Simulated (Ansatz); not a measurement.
# C₃H₉GaO₂: basis-set convergence

One table from this session's results is given with a row withheld; the runs are named, their logs left out.

Computed with Ansatz 0.2.0, Gaussian basis. Level: one geometry, several basis sets.

Levels to be run: PBE0-D4/def2-SVP; ωB97M-V/def2-SVP; PBE0-D4/def2-QZVPP; ωB97M-V/def2-QZVPP; the functionals' def2-TZVPP values are taken from earlier runs.

### The geometry

An earlier PBE0-D4 in a triple-zeta def2 set relaxation fixed the geometry.

SMILES `C[CH](C)[Ga]([OH])[OH]`, 15 atoms, charge 0, spin multiplicity 1.

Atoms are counted from 1 here; the program's logs count them from 0.

Bond lengths: C1–C2 1.524 Å, C1–H7 1.094 Å, C1–H8 1.093 Å, C1–H9 1.096 Å, C2–C3 1.526 Å, C2–Ga4 1.980 Å, C2–H10 1.097 Å, C3–H11 1.096 Å, C3–H12 1.093 Å, C3–H13 1.094 Å, Ga4–O5 1.786 Å, Ga4–O6 1.787 Å, O5–H14 0.959 Å, O6–H15 0.959 Å. Angles: C2–C1–H7 111.6°, C2–C1–H8 112.3°, C2–C1–H9 110.8°, H7–C1–H8 107.6°, H7–C1–H9 107.0°, H8–C1–H9 107.3°, C1–C2–C3 111.7°, C1–C2–Ga4 111.7°, C1–C2–H10 108.4°, C3–C2–Ga4 111.6°, C3–C2–H10 108.1°, Ga4–C2–H10 104.9°, C2–C3–H11 110.7°, C2–C3–H12 112.4°, C2–C3–H13 111.7°, H11–C3–H12 107.3°, H11–C3–H13 107.0°, H12–C3–H13 107.4° and more.

Set-up of the first run:

The input, in.yaml:

```yaml
crystal:
  periodic: [false, false, false]
  atoms:
    - {symbol: C, position_ang: [-0.979897, 0.817413, 1.076909]}
    - {symbol: C, position_ang: [0.190033, 0.545067, 0.138910]}
    - {symbol: C, position_ang: [-0.074745, 1.081103, -1.264958]}
    - {symbol: Ga, position_ang: [0.671808, -1.375364, 0.106847]}
    - {symbol: O, position_ang: [1.847058, -2.134774, -1.003178]}
    - {symbol: O, position_ang: [-0.018821, -2.618546, 1.188123]}
    - {symbol: H, position_ang: [-1.890674, 0.310460, 0.743848]}
    - {symbol: H, position_ang: [-0.775617, 0.491012, 2.100105]}
    - {symbol: H, position_ang: [-1.206419, 1.889070, 1.116224]}
    - {symbol: H, position_ang: [1.078030, 1.052454, 0.536181]}
    - {symbol: H, position_ang: [-0.277932, 2.157765, -1.236485]}
    - {symbol: H, position_ang: [0.773476, 0.927145, -1.936993]}
    - {symbol: H, position_ang: [-0.946034, 0.603375, -1.722823]}
    - {symbol: H, position_ang: [2.256262, -1.522633, -1.616951]}
    - {symbol: H, position_ang: [-0.668429, -2.274245, 1.803542]}
basis:
  gaussian: {orbitals: def2-SVP}
hamiltonian: {xc: pbe0, dispersion: d4}
output: {orbitals: {seedname: orbitals}}
```

Command:

```sh
> ansatz run in.yaml --threads 4 --pin off --events-out ev --progress --plain --max-ram 11315MiB
```

Among the steps run: PBE0-D4 in def2-SVP; ωB97M-V in def2-SVP; PBE0-D4 in def2-QZVPP; ωB97M-V in def2-QZVPP.

One of the session's tables, all rows but one given; the rest of the session is left out.

It belongs to the step «Density functionals: the series». 

```
functional       basis  HOMO (eV)  LUMO (eV)
   PBE0-D4    def2-SVP      -7.50       0.00
   PBE0-D4  def2-TZVPP      -7.59      -0.26
   PBE0-D4  def2-QZVPP      -7.63      -0.48
   ωB97M-V    def2-SVP          ?          ?
   ωB97M-V  def2-TZVPP      -9.81       1.35
   ωB97M-V  def2-QZVPP      -9.84       0.94
```

Q: Estimate the row for ωB97M-V, def2-SVP from the others.

As computed: HOMO (eV): -9.70; LUMO (eV): 1.71. In the column «HOMO (eV)» it lies between ωB97M-V, def2-TZVPP (-9.81) and PBE0-D4, def2-QZVPP (-7.63).
